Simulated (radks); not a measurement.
# Ti⁺ in [Ar] 3d2 4f1: an all-electron calculation

The task here is to estimate one member of a computed series from the others.

The numbers are computed with radks (a radial shooting solver on a logarithmic mesh, Libxc functionals) version 1 (non-relativistic Kohn-Sham, SCAN, spin-unpolarised, spherical densities, point nucleus), except any that are marked as measured or tabulated.

## The system

- element: titanium (Z = 22)
- charge: +1
- electrons: 21
- configuration: [Ar] 3d2 4f1

The outer shells:

Ti⁺
```
[Ar] core
3d [↑ ][↑ ][  ][  ][  ]
4f [↑ ][  ][  ][  ][  ][  ][  ]
```

Set-up of the first run:

The run's settings:

```text
Z 22
configuration [Ar] 3d2 4f1 4s0 4p0
relativity non-relativistic
functional scan,scan
spin unpolarised
nucleus point
```

Among the steps run: Self-consistent calculation.

One table of the session follows, with a row left open; its other results are not shown here.

It belongs to the step «Radial structure». From the orbitals of this run (lengths in bohr):

| level | <r> | outermost maximum (interpolated) | 90 % within | nodes |
| --- | --- | --- | --- | --- |
| 1s | 0.07019 | 0.0461 | 0.125 | 0 |
| 2s | 0.3266 | 0.271 | 0.507 | 1 |
| 2p | 0.2904 | 0.221 | 0.477 | 0 |
| 3s | 1.014 | 0.876 | 1.52 | 2 |
| 3p | 1.085 | 0.906 | 1.67 | 1 |
| 3d | 1.429 | 0.972 | 2.44 | 0 |
| 4s | ? | ? | ? | ? |
| 4p | 3.792 | 3.22 | 5.65 | 2 |
| 4f | 9.055 | 8.23 | 13.0 | 0 |

**Question.** Estimate the row for 4s.

**Answer.** <r>: 3.089; outermost maximum (interpolated): 2.67; 90 % within: 4.56; nodes: 3. In the column «<r>» it lies between 3d (1.429) and 4p (3.792).
